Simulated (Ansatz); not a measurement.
Which YAML input does this script hand to the engine? (Ansatz 0.2.0 through its Python package)

`albrh4o2si.py`
```python
# -*- coding: utf-8 -*-
import sys

import ansatz as az
import numpy as np


def main():
    geometry = (
        az.Crystal.molecule()
        .atom("O", (1.9665, 1.3513, -0.8704))
        .atom("Al", (1.366, -0.1225, -0.008))
        .atom("Br", (2.2864, -0.6874, 2.0775))
        .atom("O", (0.1177, -1.1558, -0.7322))
        .atom("Si", (-1.4277, -0.5336, -0.1349))
        .atom("H", (1.3171, 2.1224, -0.5444))
        .atom("H", (-1.5708, 0.8749, -0.5398))
        .atom("H", (-2.5127, -1.2952, -0.659))
        .atom("H", (-1.454, -0.6005, 1.3941))
    )

    base = (
        geometry.calculation()
        .basis(gaussian="6-31G*")
        .functional("B3LYP")
        .forces()
    )
    try:
        rep = base.run().report
    except az.AnsatzError as error:
        sys.exit(f"{type(error).__name__}: {error}")

    print(f"E = {rep['free_energy_ev']:.6f} eV = {rep['free_energy_ev'] / 27.211386246:.7f} Ha")
    print("converged:", rep["converged"], " doubts:", rep["published_state_doubts"] or "none")

    state = rep["mean_field"]["state"]
    print(f"mean field: {state['energy']['hartree']:.7f} Ha, <S^2> = {abs(state['spin_squared']):.4f}, stability: {state.get('stability', {}).get('kind')}")

    symbols = [site.symbol for site in geometry.cartesian_sites]
    forces = np.array(rep["forces_ev_ang"])
    print("largest force", round(float(np.linalg.norm(forces, axis=1).max()), 4), "eV/A, rms", round(float(np.sqrt((forces ** 2).mean())), 4))

    charges = rep["charge_distribution"]
    dipole = np.array(charges["dipole_moment_e_ang"]) * 4.803205
    print("dipole (D): {:.3f} {:.3f} {:.3f}, length {:.3f}".format(*dipole, np.linalg.norm(dipole)))
    print("atom  Mulliken   Lowdin")
    for symbol, m, l in zip(symbols, charges["mulliken_charges_e"], charges["lowdin_charges_e"]):
        print(f"{symbol:4s} {m:9.3f} {l:8.3f}")


if __name__ == "__main__":
    main()
```

Running `python albrh4o2si.py` prints:
```text
E = -88677.341778 eV = -3258.8322027 Ha
converged: True  doubts: none
mean field: -3258.8322027 Ha, <S^2> = 0.0000, stability: minimum
largest force 3.5131 eV/A, rms 1.2043
dipole (D): -2.496 1.206 0.083, length 2.773
atom  Mulliken   Lowdin
O       -0.685   -0.345
Al       0.852   -0.031
Br      -0.271    0.019
O       -0.665   -0.231
Si       0.585    0.428
H        0.392    0.321
H       -0.087   -0.055
H       -0.043   -0.053
H       -0.079   -0.053
```

`input.yaml`:
```yaml
crystal:
  periodic: [false, false, false]
  atoms:
    - { symbol: O, position_ang: [1.9665, 1.3513, -0.8704] }
    - { symbol: Al, position_ang: [1.366, -0.1225, -0.008] }
    - { symbol: Br, position_ang: [2.2864, -0.6874, 2.0775] }
    - { symbol: O, position_ang: [0.1177, -1.1558, -0.7322] }
    - { symbol: Si, position_ang: [-1.4277, -0.5336, -0.1349] }
    - { symbol: H, position_ang: [1.3171, 2.1224, -0.5444] }
    - { symbol: H, position_ang: [-1.5708, 0.8749, -0.5398] }
    - { symbol: H, position_ang: [-2.5127, -1.2952, -0.659] }
    - { symbol: H, position_ang: [-1.454, -0.6005, 1.3941] }
basis:
  gaussian:
    orbitals: "6-31G*"
hamiltonian:
  xc: b3lyp
output:
  forces: true
```

Reading the output:
- Total energies depend on the basis set; only differences at equal settings carry meaning.
- The geometry is a force-field or estimated start, not a minimum of this method, and the basis set is short of its limit.
- The Löwdin charges here are taken after orthogonalising the functions within each atom; they differ from plain Löwdin charges, and their signs can be unphysical.
- b3lyp holds the VWN-RPA fit, as in Gaussian; the form of ORCA and Turbomole is b3lyp5.
- Wall time of the script: 6.1 s on 1 thread of Arm Neoverse V2, with other jobs on the host, peak memory 0.32 GiB.
